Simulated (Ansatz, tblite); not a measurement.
# TaS(OSiH3)3 (H9O3SSi3Ta): a ladder of methods and basis sets

How do method and basis change the picture of TaS(OSiH3)3 (H9O3SSi3Ta) (singlet)?

Method: as each input shows; program: Ansatz 0.2.0, Gaussian basis.

The runs, in order: GFN1-xTB, GFN2-xTB, PBE-D4/def2-TZVP, r2SCAN-D4/def2-TZVP, HSE06-D4/def2-TZVP, CAM-B3LYP-D4/def2-TZVP, HF/def2-TZVP, PBE-D4/def2-SVP, PBE0-D4/def2-SVP, CCSD(T)/def2-SVP, MP2/def2-TZVP, RPA/def2-TZVP.

2 further runs of the same task are left out: 2 set aside as unsound or not needed.

## 1. The relaxed structure

The singlet was relaxed beforehand with r2SCAN-D4/def2-SVP.

17 atoms, charge 0, spin multiplicity 1.

Bond lengths: Ta1–S2 2.186 Å, Ta1–O3 1.899 Å, Ta1–O8 1.899 Å, Ta1–O13 1.899 Å, O3–Si4 1.679 Å, Si4–H5 1.490 Å, Si4–H6 1.490 Å, Si4–H7 1.490 Å, O8–Si9 1.679 Å, Si9–H10 1.490 Å, Si9–H11 1.490 Å, Si9–H12 1.490 Å, O13–Si14 1.679 Å, Si14–H15 1.490 Å, Si14–H16 1.490 Å, Si14–H17 1.490 Å. Angles: S2–Ta1–O3 108.4°, S2–Ta1–O8 108.3°, S2–Ta1–O13 108.3°, O3–Ta1–O8 110.6°, O3–Ta1–O13 110.6°, O8–Ta1–O13 110.5°, Ta1–O3–Si4 158.3°, O3–Si4–H5 109.5°, O3–Si4–H6 108.4°, O3–Si4–H7 108.5°, H5–Si4–H6 110.3°, H5–Si4–H7 110.3°, H6–Si4–H7 109.8°, Ta1–O8–Si9 157.8°, O8–Si9–H10 109.5°, O8–Si9–H11 108.4°, O8–Si9–H12 108.5°, H10–Si9–H11 110.3° and more.

As a file:

```mol
H9O3SSi3Ta
  3D, bonds by distance, orders not assigned

 17 16  0  0  0  0  0  0  0  0999 V2000
   -0.0055   -0.0067    0.3111 Ta  0  0
   -0.0699   -0.0488    2.4956 S   0  0
    1.6519   -0.7420   -0.2546 O   0  0
    3.1682   -1.4510   -0.1272 Si  0  0
    3.5641   -1.5235    1.3070 H   0  0
    4.1416   -0.6201   -0.8897 H   0  0
    3.1025   -2.8184   -0.7152 H   0  0
   -0.1633    1.7991   -0.2565 O   0  0
   -0.3236    3.4643   -0.1146 Si  0  0
   -0.5030    3.8257    1.3193 H   0  0
   -1.5102    3.8923   -0.9069 H   0  0
    0.9055    4.1060   -0.6599 H   0  0
   -1.4553   -1.0412   -0.3493 O   0  0
   -2.8305   -2.0027   -0.2950 Si  0  0
   -3.1799   -2.2903    1.1241 H   0  0
   -2.5487   -3.2704   -1.0251 H   0  0
   -3.9440   -1.2724   -0.9631 H   0  0
  1  2  8  0
  1  3  8  0
  1  8  8  0
  1 13  8  0
  3  4  8  0
  4  5  8  0
  4  6  8  0
  4  7  8  0
  8  9  8  0
  9 10  8  0
  9 11  8  0
  9 12  8  0
 13 14  8  0
 14 15  8  0
 14 16  8  0
 14 17  8  0
M  END
```

Formally the metal is d0. Ta takes a core potential in the def2 sets. No spin-orbit coupling is included.

PBE0-D4/def2-TZVP was run before; its log isn't repeated, and its numbers join the tables.

## 2. GFN1-xTB

Tight binding, by tblite at 300 K electronic temperature and without a spin-polarisation term:

```python
tblite.interface.Calculator('GFN1-xTB', numbers, positions, charge=0, uhf=0).singlepoint()
```

Energy -833.2068 eV, HOMO -10.91 eV, LUMO -7.74 eV; 0.024 s.

## 3. GFN2-xTB

Tight binding, by tblite at 300 K electronic temperature and without a spin-polarisation term:

```python
tblite.interface.Calculator('GFN2-xTB', numbers, positions, charge=0, uhf=0).singlepoint()
```

Energy -747.4182 eV, HOMO -10.20 eV, LUMO -7.39 eV; 0.018 s.

## 4. PBE-D4/def2-TZVP

start.molden holds the orbitals of an earlier run on this state, given as this run's starting guess.

Input file in.yaml:

```yaml
crystal:
  periodic: [false, false, false]
  atoms:
    - {symbol: Ta, position_ang: [-0.005543, -0.006693, 0.311102]}
    - {symbol: S, position_ang: [-0.069910, -0.048751, 2.495558]}
    - {symbol: O, position_ang: [1.651946, -0.742020, -0.254600]}
    - {symbol: Si, position_ang: [3.168225, -1.450958, -0.127188]}
    - {symbol: H, position_ang: [3.564138, -1.523482, 1.306996]}
    - {symbol: H, position_ang: [4.141572, -0.620070, -0.889721]}
    - {symbol: H, position_ang: [3.102498, -2.818362, -0.715213]}
    - {symbol: O, position_ang: [-0.163343, 1.799124, -0.256534]}
    - {symbol: Si, position_ang: [-0.323560, 3.464277, -0.114614]}
    - {symbol: H, position_ang: [-0.502990, 3.825651, 1.319267]}
    - {symbol: H, position_ang: [-1.510236, 3.892270, -0.906901]}
    - {symbol: H, position_ang: [0.905539, 4.105955, -0.659851]}
    - {symbol: O, position_ang: [-1.455290, -1.041158, -0.349258]}
    - {symbol: Si, position_ang: [-2.830487, -2.002710, -0.295003]}
    - {symbol: H, position_ang: [-3.179888, -2.290340, 1.124132]}
    - {symbol: H, position_ang: [-2.548707, -3.270350, -1.025101]}
    - {symbol: H, position_ang: [-3.943955, -1.272383, -0.963071]}
basis:
  gaussian: {orbitals: def2-TZVP, initial_orbitals: start.molden}
hamiltonian: {xc: pbe, dispersion: d4}
scf: {omitted_lower_state_checks: [starts]}
output: {orbitals: {seedname: orbitals}}
```

Started as:

```console
ansatz run in.yaml --threads 2 --pin off --events-out ev --progress --plain --max-ram 32768MiB --backend cuda --devices 0, --max-vram 18GiB
```

Further steps of the session: r2SCAN-D4/def2-TZVP; HSE06-D4/def2-TZVP; CAM-B3LYP-D4/def2-TZVP; HF/def2-TZVP; PBE-D4/def2-SVP; PBE0-D4/def2-SVP; CCSD(T)/def2-SVP; MP2/def2-TZVP; RPA/def2-TZVP.

Before running them: what should the planned runs give, taken together? Wanted: gap in def2-TZVP, named functionals and Hartree-Fock, smallest and largest; correlation energy, CCSD(T)/def2-SVP; correlation energy, MP2/def2-TZVP; binding an atom, CCSD(T)/def2-SVP; PBE0 total energy, smallest basis above largest.

As calculated:

| quantity | value |
| --- | --- |
| gap in def2-TZVP, named functionals and Hartree-Fock, smallest and largest | 4.21 eV (PBE-D4), 11.77 eV (HF) |
| correlation energy, CCSD(T)/def2-SVP | -37.33 eV |
| correlation energy, MP2/def2-TZVP | -43.01 eV |
| binding an atom, CCSD(T)/def2-SVP | 3.692 eV |
| PBE0 total energy, smallest basis above largest | 20.13 eV (def2-SVP, def2-TZVP) |

Over the named functionals and Hartree-Fock in def2-TZVP the gap runs from 4.21 eV (PBE-D4) to 11.77 eV (HF); exact exchange widens it. The functionals in def2-TZVP miss CCSD(T)/def2-SVP by +0.172 (PBE0-D4) to +0.254 eV (r2SCAN-D4) an atom. The yardstick is in a double-zeta basis, so levels in larger sets aren't compared like for like. CCSD(T)/def2-SVP isn't at the basis-set limit; small misses against it rank nothing.
